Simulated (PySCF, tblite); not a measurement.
**CH5ClFO4PSi, a small molecule taken as a stand-in for a surface group (Si site with back bonds C, F, OP(=O)(O)O): NMR shifts, core binding energies and electronic excitations**

What NMR shifts, core binding energies and electronic excitations should one expect for `C[Si](F)(Cl)OP(=O)(O)O`?

Computed with tblite 0.8.0 and PySCF 2.14.0; each step states its level. No surroundings beyond the atoms listed, unless a continuum is named. Atoms count from 0, parts from 1.

## (1) The system as given

14 atoms, charge 0, multiplicity 1; geometry: distance geometry start.

## (2) Relaxing the cluster with GFN2-xTB

What the job is given:

```
{"job": {"kind": "relax", "xc": "GFN2-xTB", "basis": "xTB"}, "charge": 0, "multiplicity": 1}
Si     0.927769     1.013779    -0.643758
C      0.855545    -0.533034     0.353796
F      2.439424     1.128274    -1.369252
O      0.677339     2.395434     0.435767
P     -0.059790     2.351280     1.999848
O      1.119081     2.015914     3.190350
O     -1.269123     1.110482     1.991795
O     -0.826150     3.850106     2.317538
Cl    -0.578845     0.953598    -2.091007
H      0.036916    -0.525555     0.971284
H      0.830263    -1.365259    -0.264318
H      1.705924    -0.598678     0.966608
H     -1.494026     0.546296     1.235980
H     -0.942399     4.586224     1.673627
```

Method: GFN2-xTB geometry optimisation, gas phase.

Started as:

```sh
$ OMP_NUM_THREADS=1 python cluster_run.py task.json out
```

The driver reads the jobs from task.json and runs them one after another.

**Question.** The jobs that follow are: PBE0-D3(BJ)/def2-SVP geometry optimisation, gas phase; GIAO PBE0/pcSseg-1 NMR shielding, non-relativistic, gas phase; delta-SCF UKS SCAN, pcX-2 on the ionised atom, pcseg-1 elsewhere, spin-free X2C; TDDFT CAM-B3LYP/def2-SVPD, vertical, gas phase, core orbitals frozen in the response. Predict: point group; rotational constants (main isotopes); 13C shifts against TMS (PBE0/pcSseg-1); 1H shifts against TMS (PBE0/pcSseg-1); 29Si shifts against TMS (PBE0/pcSseg-1); 19F shifts against CFCl3 (PBE0/pcSseg-1); 17O shifts against H2O (PBE0/pcSseg-1); 31P shifts against H3PO4 (PBE0/pcSseg-1); Si2p binding energies, SCAN/pcX-2; C1s binding energies, SCAN/pcX-2; F1s binding energies, SCAN/pcX-2; O1s binding energies, SCAN/pcX-2 (standing for 1 of 4 atoms); Cl2p binding energies, SCAN/pcX-2; lowest singlet (CAM-B3LYP/def2-SVPD); brightest single state of those computed; lowest triplet; vertical ionisation energy (ΔSCF).

As calculated:

```
                                                    quantity                             value
                                                 point group                                C1
                        rotational constants (main isotopes)              1.77, 0.62, 0.59 GHz
                      13C shifts against TMS (PBE0/pcSseg-1)                           0.5 ppm
                       1H shifts against TMS (PBE0/pcSseg-1)  3.41, 3.34, 1.73, 0.53, 0.52 ppm
                     29Si shifts against TMS (PBE0/pcSseg-1)                          -4.9 ppm
                    19F shifts against CFCl3 (PBE0/pcSseg-1)                        -119.3 ppm
                      17O shifts against H2O (PBE0/pcSseg-1)     167.5, 159.2, 118.3, 99.4 ppm
                    31P shifts against H3PO4 (PBE0/pcSseg-1)                         -15.4 ppm
                           Si2p binding energies, SCAN/pcX-2                     Si0 109.65 eV
                            C1s binding energies, SCAN/pcX-2                      C1 291.00 eV
                            F1s binding energies, SCAN/pcX-2                      F2 692.93 eV
O1s binding energies, SCAN/pcX-2 (standing for 1 of 4 atoms)                      O3 539.32 eV
                           Cl2p binding energies, SCAN/pcX-2                     Cl8 207.09 eV
                        lowest singlet (CAM-B3LYP/def2-SVPD)       7.81 eV (159 nm), f = 0.019
                    brightest single state of those computed       state 4, 8.67 eV, f = 0.103
                                              lowest triplet                           7.54 eV
                           vertical ionisation energy (ΔSCF)                          11.42 eV
```

What this shows: The start of the PBE0/def2-SVP relaxation was shaken at random by about 0.01 Å, so part of the energy gained, and of the first lengths quoted, undoes that. Over 9 steps the energy fell by 0.303 eV; of the close pairs, Si0–Cl8 changed most, 1.975 to 2.042 Å (PBE0/def2-SVP). Hydrogens of an XH3 group are listed apart at this fixed geometry; free rotation makes them one line at their mean. At PBE0/pcSseg-1: The widest tensor belongs to Cl8: span 279 ppm, with a paramagnetic part of -276 ppm. The first singlet state (HOMO→LUMO 0.86) lies at 7.81 eV and is weak; of the 6 states computed, the strongest absorption comes from state 4 at 8.67 eV. The lowest triplet lies 0.27 eV below the lowest singlet (triplets in Tamm-Dancoff, singlets in full TDDFT). The orbital energy would give 10.55 eV for ionisation, ΔSCF gives 11.42 eV. A capped cluster stands for the solid here, so long-range fields and strain are missing, and bands or shifts of the capping hydrogens have no counterpart in it.
